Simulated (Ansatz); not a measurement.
# Cu: the cost of one run

Method: DFT r2SCAN, scalar-relativistic, plane waves, PAW, in Ansatz 0.2.0.

1 further run of the same task is left out (set aside as unsound or not needed). Runs told in other sessions of the task aren't counted.

### Step 1. The system as given

It takes space group Fm-3m (No. 225, cubic). The conventional cell has a = 3.615 Å, b = 3.615 Å, c = 3.615 Å, α = 90.00°, β = 90.00°, γ = 90.00°. Cu (site symmetry m-3m) is surrounded by 12 Cu at 2.56 Å.

Structure file:

```cif
data_structure
_symmetry_space_group_name_H-M 'Fm-3m'
_symmetry_Int_Tables_number 225
_cell_length_a 3.6150
_cell_length_b 3.6150
_cell_length_c 3.6150
_cell_angle_alpha 90.000
_cell_angle_beta 90.000
_cell_angle_gamma 90.000
_cell_volume 47.24
loop_
_atom_site_label
_atom_site_type_symbol
_atom_site_symmetry_multiplicity
_atom_site_Wyckoff_symbol
_atom_site_fract_x
_atom_site_fract_y
_atom_site_fract_z
_atom_site_occupancy
Cu1 Cu 4 a 0.00000 0.00000 0.00000 1
```

The structure comes from the Crystallography Open Database.

### Step 2. Relaxing cell and atoms

input.yaml reads:

```yaml
crystal:
  lattice:
    - [0.0, 1.8075, 1.8075]
    - [1.8075, 0.0, 1.8075]
    - [1.8075, 1.8075, 0.0]
  atoms:
    - { symbol: Cu, position: [0.0, 0.0, 0.0] }
basis:
  ecutwfc: 500
kpoints:
  mp_grid: { grid: [20, 20, 20] }
hamiltonian:
  xc: r2scan
scf:
  occupations: { method: gaussian, width: 0.1 }
output:
  forces: true
  stress: true
  eigenvalues: true
relax:
  adjacent_minimum: "off"
  f_tol: 0.005
  max_steps: 80
  cell: { stress_tol: 0.05 }
```

The run is started by

```sh
$ ansatz run input.yaml --threads 1 --pin off --max-ram 2560MiB --backend cpu --events-out ev --progress --plain --runs-dir out
```

Q: Estimate wall time and peak memory on 1 thread of Intel Xeon at 2.50GHz (Skylake/Cascade Lake), shared host.

About 54 s, with a peak of 0.41 GiB.
